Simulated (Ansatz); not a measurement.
# EuNiSi3: the cost of one run

All numbers below are computed with Ansatz 0.2.0 (DFT r²SCAN, scalar-relativistic, plane waves, PAW).

## 1. The structure to begin with

The cell holds 21 atoms (Eu4FNi4Si12): a = 5.832 Å, b = 5.832 Å, c = 9.552 Å, α = 90.00°, β = 90.00°, γ = 90.00°.

The coordinates of this cell stand in the input of its own run.

The host was relaxed before at r²SCAN: a = 4.124 Å, b = 4.124 Å, c = 9.552 Å, α = 90.00°, β = 90.00°, γ = 90.00° (conventional cell), 16.245 Å³/atom.

Places, in fractions of the supercell: F as an interstitial at (0.250, 0.750, 0.542). Its neighbours start displaced at random, with a spread of 0.05 Å in each coordinate.

## 2. The perfect crystal in the supercell of 20 atoms

The input, input.yaml:

```yaml
crystal:
  lattice:
    - [4.1239413503, -4.1239413503, 0.0]
    - [-4.1239413503, -4.1239413503, 0.0]
    - [0.0, 0.0, -9.5522844776]
  atoms:
    - { symbol: Eu, position: [0.0, 0.0, 0.0146907913], spin: 7.32 }
    - { symbol: Eu, position: [0.5, 0.0, 0.5146907913], spin: 7.32 }
    - { symbol: Eu, position: [0.5, 0.5, 0.0146907913], spin: 7.32 }
    - { symbol: Eu, position: [0.0, 0.5, 0.5146907913], spin: 7.32 }
    - { symbol: Ni, position: [0.0, 0.5, 0.8636957238] }
    - { symbol: Ni, position: [0.5, 0.5, 0.3636957238] }
    - { symbol: Ni, position: [0.5, 1.0, 0.8636957238] }
    - { symbol: Ni, position: [0.0, 1.0, 0.3636957238] }
    - { symbol: Si, position: [0.75, 0.25, 0.2592256572] }
    - { symbol: Si, position: [0.25, 0.25, 0.7592256572] }
    - { symbol: Si, position: [0.25, 0.75, 0.2592256572] }
    - { symbol: Si, position: [0.75, 0.75, 0.7592256572] }
    - { symbol: Si, position: [0.25, 0.25, 0.2592256572] }
    - { symbol: Si, position: [0.75, 0.25, 0.7592256572] }
    - { symbol: Si, position: [0.75, 0.75, 0.2592256572] }
    - { symbol: Si, position: [0.25, 0.75, 0.7592256572] }
    - { symbol: Si, position: [0.0, 0.0, 0.6031621706] }
    - { symbol: Si, position: [0.5, 0.0, 0.1031621706] }
    - { symbol: Si, position: [0.5, 0.5, 0.6031621706] }
    - { symbol: Si, position: [0.0, 0.5, 0.1031621706] }
basis:
  ecutwfc: 500
  xc_grid: 3
kpoints:
  mp_grid: { grid: [4, 4, 2], shift: [0.5, 0.5, 0.5] }
hamiltonian:
  xc: r2scan
scf:
  occupations: { method: gaussian, width: 0.05 }
  lower_state_search: "off"
output:
  forces: true
  stress: true
  eigenvalues: true
  populations: true
  hubbard: { sites: [{ species: Eu, l: f }] }
magnetization:
  spin_polarized: true
```

The run is started by

```
> ansatz run input.yaml --threads 8 --pin off --max-ram 14336MiB --backend cpu --events-out ev --progress --plain --runs-dir out
```

What time and memory should one allow on 8 threads of AMD EPYC 7R43 (Zen 3), shared host?

About 24 s, with a peak of 2.1 GiB.
